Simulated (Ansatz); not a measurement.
# CH2Br radical (SMILES [CH2]Br): functionals against CCSD(T) at one geometry

The task here is to estimate one member of a computed series from the others.

The runs use Ansatz 0.2.0, Gaussian basis; single points in def2-TZVPP.

Correlated methods freeze the cores. Filled d shells of the heavier atoms are correlated. Orbitals are unrestricted. B3LYP uses VWN-RPA correlation.

**The starting structure**

4 atoms, charge 0, spin multiplicity 2.

Atoms are counted from 1 here; the program's logs count them from 0.

Bond lengths: C1–Br2 1.860 Å, C1–H3 1.037 Å, C1–H4 1.093 Å. Angles: Br2–C1–H3 118.8°, Br2–C1–H4 116.9°, H3–C1–H4 124.1°.

Geometry (Å):

```xyz
4
charge 0, multiplicity 2
C     0.00300   -0.18790   -0.13960
Br    0.17120    1.38140    0.84410
H    -0.36520   -0.13400   -1.10720
H     0.22470   -1.12320    0.37970
```

The first run:

run/in.yaml reads:

```yaml
crystal:
  periodic: [false, false, false]
  atoms:
    - {symbol: C, position_ang: [0.003000, -0.187900, -0.139600]}
    - {symbol: Br, position_ang: [0.171200, 1.381400, 0.844100]}
    - {symbol: H, position_ang: [-0.365200, -0.134000, -1.107200]}
    - {symbol: H, position_ang: [0.224700, -1.123200, 0.379700]}
basis:
  gaussian: {orbitals: def2-TZVPP}
magnetization: {spin_polarized: true, initial_magnetization: 1}
correlation: {method: ccsd_t}
scf: {omitted_lower_state_checks: [cluster_reference]}
output: {forces: true}
```

The command line of these runs was not kept.

Steps of the session up to this table: CCSD(T)/def2-TZVPP; PBE0-D4/def2-TZVPP; wB97M-V/def2-TZVPP; r2SCAN-D4/def2-TZVPP; PBE-D4/def2-TZVPP; revPBE-D4/def2-TZVPP; B3LYP-D4/def2-TZVPP.

One of the session's tables, all rows but one given; the rest of the session is left out.

```
   method  RMS force component (eV/Å)  angle to CCSD(T) forces (°)  dipole (D)
  CCSD(T)                       0.790                    reference        1.00
  PBE0-D4                       0.826                          5.6        1.05
  wB97M-V                           ?                            ?           ?
r2SCAN-D4                       0.793                          1.8        1.08
   PBE-D4                       0.839                          8.7        0.86
revPBE-D4                       0.831                         10.1        0.87
 B3LYP-D4                       0.769                          4.5        0.97
```

Q: Estimate the row for wB97M-V from the others.

As computed: RMS force component (eV/Å): 0.794; angle to CCSD(T) forces (°): 3.9; dipole (D): 1.01. In the column «RMS force component (eV/Å)» it lies between r2SCAN-D4 (0.793) and PBE0-D4 (0.826).
